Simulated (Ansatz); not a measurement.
# BH7NP: atomisation energy from a Python script

How much energy holds BH7NP together? The task is an atomisation energy, for BH7NP.

All numbers are computed with Ansatz 0.2.0 through its Python package. Level of theory: CCSD(T)/6-31G*.

### Step 1. Starting point

Bond lengths: N1–B2 1.533 Å, B2–P3 1.895 Å, N1–H4 1.045 Å, N1–H5 1.045 Å, B2–H6 1.193 Å, B2–H7 1.192 Å, P3–H8 1.408 Å, P3–H9 1.408 Å, P3–H10 1.408 Å. Angles (14 of 15 angles, heavy atoms first): N1–B2–P3 109.6°, N1–B2–H6 110.0°, N1–B2–H7 109.6°, P3–B2–H6 109.4°, P3–B2–H7 109.0°, B2–N1–H4 107.3°, B2–N1–H5 107.6°, B2–P3–H8 109.4°, B2–P3–H9 109.4°, B2–P3–H10 109.4°, H6–B2–H7 109.2°, H4–N1–H5 106.6°, H8–P3–H9 109.5°, H8–P3–H10 109.5°.

The script holds or builds the structure itself.

### Step 2. The script

Contents of tae.py:

```python
"""Energy to split BH7NP into its atoms."""

from collections import Counter

import ansatz as az


def energy_of(molecule, charge=0, unpaired=0):
    calc = (
        molecule.calculation()
        .basis(gaussian="6-31G*")
        .correlation("CCSD(T)")
    )
    if charge:
        calc = calc.charge(charge)
    if unpaired:
        calc = calc.spin("collinear", total=unpaired)
    report = calc.run(threads=1).report
    if report["published_state_doubts"]:
        print("  doubts:", report["published_state_doubts"])
    return report["free_energy_ev"]

geometry_ang = [
    ("N", (1.3948, 0.6166, 0.2522)),
    ("B", (0.4339, -0.4961, -0.1833)),
    ("P", (-1.3473, 0.0083, 0.2197)),
    ("H", (2.3667, 0.2533, 0.1289)),
    ("H", (1.2849, 1.4093, -0.4201)),
    ("H", (0.5352, -0.688, -1.3562)),
    ("H", (0.6941, -1.5016, 0.4016)),
    ("H", (-2.223, -1.0276, -0.1565)),
    ("H", (-1.6736, 1.1803, -0.4885)),
    ("H", (-1.4657, 0.2455, 1.6022)),
]
system = az.Crystal.molecule()
for symbol, xyz in geometry_ang:
    system = system.atom(symbol, xyz)

# Hund ground states
unpaired = {"N": 3, "B": 1, "P": 3, "H": 1}
counts = Counter(site.symbol for site in system.cartesian_sites)
atom_energy = {s: energy_of(az.Crystal.molecule().atom(s, (0, 0, 0)), 0, unpaired[s]) for s in counts}
whole = energy_of(system, 0, 0)
for s, e in atom_energy.items():
    print(f"{s:2s} x{counts[s]}  {e:14.5f} eV")
print(f"BH7NP: {whole:.5f} eV")
split = sum(counts[s] * e for s, e in atom_energy.items()) - whole
print(f"atomisation energy (no zero-point term): {23.060548 * split:.1f} kcal/mol, {split / sum(counts.values()):.3f} eV an atom")
```

### Step 3. The calls as engine input

The engine receives this input (first run):

```yaml
crystal:
  periodic: [false, false, false]
  atoms:
    - { symbol: "N", position_ang: [0.0, 0.0, 0.0] }
basis:
  gaussian:
    orbitals: "6-31G*"
magnetization:
  spin_polarized: true
  initial_magnetization: 3.0
correlation:
  method: ccsd_t
```

### Step 4. Launch

Command:

```sh
> python tae.py
```

What it wrote:

```text
N  x1     -1482.30770 eV
B  x1      -668.84700 eV
P  x1     -9272.65393 eV
H  x7       -13.55761 eV
BH7NP: -11545.77159 eV
atomisation energy (no zero-point term): 624.0 kcal/mol, 2.706 eV an atom
```

Run time: 2.5 s. Hardware: 1 thread of Arm Neoverse V1, shared host; peak memory 0.21 GiB.

### Step 5. What changed from run to run

The engine's inputs for some of the other runs:

Run 2, against run 1:

```diff
@@ -4 +4 @@
-    - { symbol: "N", position_ang: [0.0, 0.0, 0.0] }
+    - { symbol: B, position_ang: [0.0, 0.0, 0.0] }
@@ -10 +10 @@
-  initial_magnetization: 3.0
+  initial_magnetization: 1.0
```

Run 3, against run 1:

```diff
@@ -4 +4 @@
-    - { symbol: "N", position_ang: [0.0, 0.0, 0.0] }
+    - { symbol: P, position_ang: [0.0, 0.0, 0.0] }
```

Run 4, against run 1:

```diff
@@ -4 +4 @@
-    - { symbol: "N", position_ang: [0.0, 0.0, 0.0] }
+    - { symbol: H, position_ang: [0.0, 0.0, 0.0] }
@@ -10 +10 @@
-  initial_magnetization: 3.0
+  initial_magnetization: 1.0
```

### Step 6. Run by run

One row for each of the 5 runs:

```csv
run,system,unpaired or total moment,energy (eV),<S²>,iterations in all,CPU time (s)
1,N,3,-1482.3077,3.76,15,0.15
2,B,1,-668.8470,0.75,76,0.14
3,P,3,-9272.6539,3.75,15,0.16
4,H,1,-13.5576,0.75,14,0.03
5,BH7NP,not set,-11545.7716,0.00,18,1.6
```

Totals carry meaning only in balanced differences at one level of theory.

### Step 7. Outcome

```
                         quantity           value
atomisation energy, no zero point  624.0 kcal/mol
                    runs compared               5
```

**Reading.** Zero-point motion and spin-orbit terms of the atoms are left out, and both would lower it. 624.0 kcal/mol from the electronic energies, without the zero-point term. Caveats:
- The geometry is a force-field or estimated start, not a minimum of this method, and the basis set is short of its limit. All parts are taken at fixed geometry, without zero-point energy.
- In double-zeta sets correlated atomisation energies come out some 10 to 15 % low.
